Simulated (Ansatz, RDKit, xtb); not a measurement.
# Isomers of C5H6F3N, a sample narrowed down, part 2 of 2

Which of a sample of isomers of C5H6F3N is the most stable in the gas at 298.15 K, and what are its properties? The sample is small against all isomers, and the most stable one of this formula need not be in it.

xtb, Ansatz and PySCF; isolated molecules. The steps go on from the part before.

## Step 9: Energies at the top level

Single points at CCSD(T)/def2-SVP + MP2/def2-TZVPP - MP2/def2-SVP on the refined geometries decide the order.

c441b, CCSD(T)/def2-SVP:

input.yaml

```yaml
basis:
  gaussian:
    orbitals: def2-SVP
crystal:
  periodic: [false, false, false]
  atoms:
    - {symbol: C, position_ang: [-1.650125, 2.150533, -0.418897]}
    - {symbol: C, position_ang: [-1.013676, 1.473267, 0.558385]}
    - {symbol: C, position_ang: [0.097692, 2.076280, 1.365490]}
    - {symbol: C, position_ang: [-1.359147, 0.079543, 0.915007]}
    - {symbol: C, position_ang: [-2.483510, -0.619654, 0.142379]}
    - {symbol: F, position_ang: [-3.653219, 0.025283, 0.275750]}
    - {symbol: F, position_ang: [-2.665886, -1.873148, 0.591538]}
    - {symbol: F, position_ang: [-2.207821, -0.702584, -1.168738]}
    - {symbol: "N", position_ang: [-0.724630, -0.516885, 1.850119]}
    - {symbol: H, position_ang: [-2.459472, 1.721125, -1.011659]}
    - {symbol: H, position_ang: [-1.361397, 3.180241, -0.648890]}
    - {symbol: H, position_ang: [1.016632, 1.477711, 1.266877]}
    - {symbol: H, position_ang: [0.299165, 3.108439, 1.048145]}
    - {symbol: H, position_ang: [-0.152653, 2.065853, 2.437705]}
    - {symbol: H, position_ang: [-1.081569, -1.471356, 1.973816]}
correlation:
  method: ccsd_t
  frozen_orbitals: {C: 1, "N": 1, H: 0, F: 1}
```

Started as:

```console
$ ansatz run input.yaml --threads 4 --pin off --max-ram 7830MiB --events-out events.jsonl --progress --plain --runs-dir runs
```

Standard output, cut to the lines that bear on the results:

```text
Warning: RAYON_NUM_THREADS=4 ignored (pool sized by the plan → 4); use --threads N
Functional definition: HF
  name "HF"
[...]
1571 factors; integrals over basis functions are off by at most 1.3e-3 eV
[...]
mean field -14834.27036661 eV, -545.1493809432 hartree, gradient 1.5e-6 eV, S^2 0.000000; 0 other end points of the search recorded, 0 dependent functions left out; unrestricted orbitals would lower it
9 core orbitals not correlated: weight in the atoms' cores, before any rotation towards them, 1.000 or more for the frozen orbitals, at most 0.000 for the correlated occupied ones
reference -14834.27036661 eV, -545.1493809432 hartree; 26, 26 occupied and 121, 121 virtual orbitals, 1571 factors
second order -37.52578436 eV of doubles, -0.00000000 eV of singles
cycle   1  -37.82808591 eV  change   -3.0e-1 eV  update   1.4e-1
[...]
cycle   9  -38.96698269 eV  change   -3.4e-5 eV  update   3.9e-5
perturbative correction -1.17928609 eV, -0.0433379643 hartree
Total energy: -14874.41663539 eV, -546.6247291088 hartree
```

It took 65 s on 4 threads of Arm Neoverse V2, shared host; peak memory 1.8 GiB.

## Step 10: c441b at MP2/def2-TZVPP

input.yaml

```yaml
crystal:
  periodic: [false, false, false]
  atoms:
    - symbol: C
      position_ang: [-1.650125, 2.150533, -0.418897]
    - symbol: C
      position_ang: [-1.013676, 1.473267, 0.558385]
    - symbol: C
      position_ang: [0.097692, 2.076280, 1.365490]
    - symbol: C
      position_ang: [-1.359147, 0.079543, 0.915007]
    - symbol: C
      position_ang: [-2.483510, -0.619654, 0.142379]
    - symbol: F
      position_ang: [-3.653219, 0.025283, 0.275750]
    - symbol: F
      position_ang: [-2.665886, -1.873148, 0.591538]
    - symbol: F
      position_ang: [-2.207821, -0.702584, -1.168738]
    - symbol: N
      position_ang: [-0.724630, -0.516885, 1.850119]
    - symbol: H
      position_ang: [-2.459472, 1.721125, -1.011659]
    - symbol: H
      position_ang: [-1.361397, 3.180241, -0.648890]
    - symbol: H
      position_ang: [1.016632, 1.477711, 1.266877]
    - symbol: H
      position_ang: [0.299165, 3.108439, 1.048145]
    - symbol: H
      position_ang: [-0.152653, 2.065853, 2.437705]
    - symbol: H
      position_ang: [-1.081569, -1.471356, 1.973816]
basis:
  gaussian: {orbitals: def2-TZVPP}
correlation: {method: mp2, frozen_orbitals: {C: 1, "N": 1, H: 0, F: 1}}
```

Started as:

```console
$ ansatz run input.yaml --threads 4 --pin off --max-ram 7830MiB --events-out events.jsonl --progress --plain --runs-dir runs
```

Standard output:

```text
Warning: RAYON_NUM_THREADS=4 ignored (pool sized by the plan → 4); use --threads N
Functional definition: HF
  name "HF"
  exchange = exact_x
  correlation = 0
2266 factors; integrals over basis functions are off by at most 1.1e-3 eV
mean field evaluation 1: about -14844.6237 eV, gradient 5.7e1 eV
mean field evaluation 2: about -14845.0336 eV, gradient 5.7e1 eV
mean field evaluation 4: about -14851.8423 eV, gradient 6.3e0 eV
mean field evaluation 8: about -14851.9816 eV, gradient 5.2e-1 eV
mean field evaluation 16: about -14851.9835 eV, gradient 2.7e-6 eV
mean field -14851.98346032 eV, -545.8003251307 hartree, gradient 2.7e-6 eV, S^2 0.000000; 0 other end points of the search recorded, 0 dependent functions left out; unrestricted orbitals would lower it
9 core orbitals not correlated: weight in the atoms' cores, before any rotation towards them, 1.000 or more for the frozen orbitals, at most 0.000 for the correlated occupied ones
reference -14851.98346032 eV, -545.8003251307 hartree; 26, 26 occupied and 328, 328 virtual orbitals, 2266 factors
second order -47.65913940 eV of doubles, -0.00000000 eV of singles
Total energy: -14899.64259971 eV, -547.5517661990 hartree
```

It took 13 s on 4 threads of Arm Neoverse V2, shared host; peak memory 1.5 GiB.

## Step 11: c489b at CCSD(T)/def2-SVP

input.yaml

```yaml
crystal:
  periodic: [false, false, false]
  atoms:
    - {symbol: C, position_ang: [1.328957, 1.293238, -0.512789]}
    - {symbol: C, position_ang: [-0.158452, 0.967161, -0.577721]}
    - {symbol: C, position_ang: [-1.002877, 2.206628, -0.821875]}
    - {symbol: C, position_ang: [-1.485266, 1.688906, 1.291607]}
    - {symbol: C, position_ang: [-0.734443, 0.458117, 0.741645]}
    - {symbol: F, position_ang: [1.554548, 2.095737, 0.562472]}
    - {symbol: F, position_ang: [1.704235, 1.967572, -1.625600]}
    - {symbol: F, position_ang: [-0.291823, 0.050107, -1.612518]}
    - {symbol: N, position_ang: [-1.710382, 2.590989, 0.163121]}
    - {symbol: H, position_ang: [1.948402, 0.381108, -0.424058]}
    - {symbol: H, position_ang: [-0.982116, 2.742366, -1.780091]}
    - {symbol: H, position_ang: [-0.888033, 2.231712, 2.044571]}
    - {symbol: H, position_ang: [-2.447333, 1.442914, 1.769145]}
    - {symbol: H, position_ang: [-1.436683, -0.352241, 0.489684]}
    - {symbol: H, position_ang: [0.025557, 0.055265, 1.427461]}
basis:
  gaussian:
    orbitals: def2-SVP
correlation:
  method: ccsd_t
  frozen_orbitals: {C: 1, "N": 1, H: 0, F: 1}
```

Started as:

```console
$ ansatz run input.yaml --threads 4 --pin off --max-ram 7830MiB --events-out events.jsonl --progress --plain --runs-dir runs
```

Standard output, cut to the lines that bear on the results:

```text
Warning: RAYON_NUM_THREADS=4 ignored (pool sized by the plan → 4); use --threads N
Functional definition: HF
  name "HF"
[...]
1568 factors; integrals over basis functions are off by at most 1.5e-3 eV
[...]
mean field -14834.25792726 eV, -545.1489238057 hartree, gradient 9.1e-7 eV, S^2 0.000000; 0 other end points of the search recorded, 0 dependent functions left out; unrestricted orbitals would lower it
9 core orbitals not correlated: weight in the atoms' cores, before any rotation towards them, 1.000 or more for the frozen orbitals, at most 0.000 for the correlated occupied ones
reference -14834.25792726 eV, -545.1489238057 hartree; 26, 26 occupied and 121, 121 virtual orbitals, 1568 factors
second order -37.46318432 eV of doubles, -0.00000000 eV of singles
cycle   1  -37.84363523 eV  change   -3.8e-1 eV  update   1.3e-1
[...]
cycle   9  -38.94481498 eV  change   -8.4e-6 eV  update   4.1e-5
perturbative correction -1.12697333 eV, -0.0414155061 hartree
Total energy: -14874.32971558 eV, -546.6215348648 hartree
```

Run time: 64 s. Hardware: 4 threads of Arm Neoverse V2, shared host; peak memory 1.8 GiB.

For c441b, c489b, c514a, c908a the log finds that unrestricted Hartree-Fock orbitals lie lower, a sign to watch the closed-shell reference there.

## Step 12: Putting it together

Energies in kcal/mol from c441b; G adds the thermal terms to the CCSD(T)/def2-SVP + MP2/def2-TZVPP - MP2/def2-SVP energy. The columns left of the relaxed level are at the tight-binding geometries.

| label | SMILES | spin | GFN2-xTB | HF/STO-3G | r2SCAN-D4/def2-SVP | r2SCAN-D4/def2-SVP, relaxed | HF/def2-SVP | MP2/def2-SVP | CCSD(T)/def2-SVP + MP2/def2-TZVPP - MP2/def2-SVP | G | share at equilibrium | T1 |
| --- | --- | --- | --- | --- | --- | --- | --- | --- | --- | --- | --- | --- |
| c441b | C=C(C)C(=N)C(F)(F)F | singlet | 0.0 | 0.0 | 0.0 | 0.0 | 0.0 | 0.0 | 0.0 | 0.0 | 96.4 % | 0.012 |
| c489b | FC(F)[C@]1(F)C=NCC1 | singlet | -21.1 | -32.7 | 2.3 | 2.4 | 0.3 | 1.7 | -0.4 | 2.0 | 3.5 % | 0.011 |
| c908a | C=NC(=C)CC(F)(F)F | singlet | -2.9 | 5.4 | 6.3 | 6.3 | 3.0 | 5.4 | 5.1 | 4.3 | 0.1 % | 0.012 |
| c245a | N=C1C[C@@H](F)[C@@H](F)[C@@H]1F | singlet | -16.7 | -25.1 | 7.0 | 6.2 | 4.3 | 7.2 | 3.1 | 5.6 | < 0.1 % | 0.011 |
| c514a | C=N/C(=C\C)C(F)(F)F | singlet | -3.4 | 3.1 | 5.8 | 5.7 | 5.2 | 7.4 | 7.9 | 7.6 | < 0.1 % | 0.012 |

Lowest found: c441b, `C=C(C)C(=N)C(F)(F)F`, a singlet. Bond lengths: C1–C2 1.349 Å, C2–C3 1.500 Å, C2–C4 1.480 Å, C4–C5 1.533 Å, C5–F6 1.342 Å, C5–F7 1.344 Å, C5–F8 1.342 Å, C4–N9 1.278 Å, C1–H10 1.091 Å, C1–H11 1.094 Å, C3–H12 1.101 Å, C3–H13 1.098 Å, C3–H14 1.101 Å, N9–H15 1.027 Å. Some angles: C1–C2–C3 122.5°, C1–C2–C4 122.5°, C3–C2–C4 115.0°, C2–C4–C5 118.6°, C2–C4–N9 120.0°, C5–C4–N9 121.3°, C4–C5–F6 111.7°, C4–C5–F7 110.9°, C4–C5–F8 111.7°, F6–C5–F7 107.3°.

```xyz
15

C    -1.6501    2.1505   -0.4189
C    -1.0137    1.4733    0.5584
C     0.0977    2.0763    1.3655
C    -1.3591    0.0795    0.9150
C    -2.4835   -0.6197    0.1424
F    -3.6532    0.0253    0.2757
F    -2.6659   -1.8731    0.5915
F    -2.2078   -0.7026   -1.1687
N    -0.7246   -0.5169    1.8501
H    -2.4595    1.7211   -1.0117
H    -1.3614    3.1802   -0.6489
H     1.0166    1.4777    1.2669
H     0.2992    3.1084    1.0481
H    -0.1527    2.0659    2.4377
H    -1.0816   -1.4714    1.9738
```

## Step 13: Summary of results

This closing draws on all 2 parts.

| quantity | value |
| --- | --- |
| lowest structure found | C=C(C)C(=N)C(F)(F)F, singlet |
| next finalist | FC(F)[C@]1(F)C=NCC1, singlet, 2.0 kcal/mol higher in G |
| share at equilibrium, among the finalists | 96.4 % |
| funnel | 35 starts, 34 minima at GFN2-xTB, 18 screening runs, 6 relaxed, 5 ranked |
| CPU time of all runs | 39 min |

The search ends on `C=C(C)C(=N)C(F)(F)F`. The margin, 2.0 kcal/mol, is modest. The thermal terms turn the order: in electronic energy alone `FC(F)[C@]1(F)C=NCC1` is lowest. They come from GFN2-xTB, so the order rests on a rough term. With modes this soft, harmonic terms can't settle so small a difference. r2SCAN-D4/def2-SVP, r2SCAN-D4/def2-SVP, relaxed, HF/def2-SVP and MP2/def2-SVP already put its bonding pattern lowest among the structures in one piece; GFN2-xTB and HF/STO-3G favour the singlet FC(F)[C@]1(F)C=NCC1 (c489c, not a finalist). The largest share of the time went into the final energies (64 %). 13 minima inside the window were never screened. Lowest found is not proven lowest: the search is finite, and each finalist counts with one conformer. Only 14 drawn patterns were tried, so whole families of isomers are missing, and the result ranks this sample alone.
